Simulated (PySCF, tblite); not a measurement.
**C5H9OSi radical: geometry, infrared bands and EPR parameters**

Wanted: the infrared bands and EPR parameters of C5H9OSi radical (`C[C@@H]1C=[C]C[SiH2]O1`), by calculation.

The runs use tblite 0.8.0 and PySCF 2.14.0, with density-fitted response routines of our own; the level of theory stands in each step. All values are computed, except where a source is named. Atoms count from 0, in the outputs and in this text.

## 1. The molecule as given

16 atoms, charge 0, multiplicity 2; geometry from: force field or distance geometry start.

Bonds of the start (Å): C0–C1 1.52, C1–C2 1.55, C2–C3 1.29, C3–C4 1.46, C4–Si5 1.96, Si5–O6 1.68, O6–C1 1.46, C0–H7 1.10, C0–H8 1.10, C0–H9 1.10, C1–H10 1.09, C2–H11 1.09, C4–H12 1.09, C4–H13 1.10, Si5–H14 1.48, Si5–H15 1.49.

## 2. Relaxing the molecule with GFN2-xTB

Job settings and geometry (Å):

```
{"job": {"kind": "relax", "xc": "GFN2-xTB", "basis": "xTB"}, "charge": 0, "multiplicity": 2}
C     -2.311600     0.064100     0.495700
C     -1.005300    -0.066700    -0.264400
C     -0.252400    -1.335000     0.197600
C      1.036100    -1.273800     0.235500
C      2.219800    -0.435000     0.095700
Si     1.377400     1.243900    -0.446800
O     -0.251500     1.154700    -0.025300
H     -2.144300     0.187400     1.577600
H     -2.849800     0.961000     0.166600
H     -2.972200    -0.802100     0.341300
H     -1.215000    -0.145200    -1.331400
H     -0.795300    -2.277500     0.268000
H      2.750500    -0.290800     1.040800
H      2.904500    -0.778600    -0.697100
H      1.475200     1.407800    -1.916500
H      2.026000     2.394700     0.251300
```

Run with:

```bash
> OMP_NUM_THREADS=1 python probes_run.py task.json out
```

One launch serves the whole session: the jobs run in the order shown.

**Question.** This job is followed by: GFN2-xTB harmonic vibrations, gas phase; UKS B3LYP, pcH-1 on C H O Si, non-relativistic, mean-field spin-orbit, GIAO. Predict these results of the whole session: strongest single infrared mode (GFN2-xTB); zero-point energy (GFN2-xTB); g(iso) (B3LYP); ⟨S²⟩; largest a(iso) (averaged by class); surface potential, 1st and 99th percentile.

The runs gave:

| quantity | value |
| --- | --- |
| strongest single infrared mode (GFN2-xTB) | 2225 cm⁻¹, 328 km/mol |
| zero-point energy (GFN2-xTB) | 76.8 kcal/mol |
| g(iso) (B3LYP) | 2.00256 |
| ⟨S²⟩ | 0.758 (exact 0.75) |
| largest a(iso) (averaged by class) | 13C on C3, 303.9 MHz |
| surface potential, 1st and 99th percentile | -1.12 V and 1.35 V |

**Reading.** Over 128 steps the energy fell by 0.434 eV; of the close pairs, Si5–O6 changed most, 1.685 to 1.617 Å. No mode is imaginary among the 42: a minimum at this level. The strongest single mode, at 2225 cm⁻¹, moves mainly H15. Unscaled tight-binding wavenumbers are off by several per cent, some by more. Its intensities can rank the bands wrongly. C3 carries the largest spin population, 0.92 e. The isotropic g lies 0.2 ppt above the free-electron value.
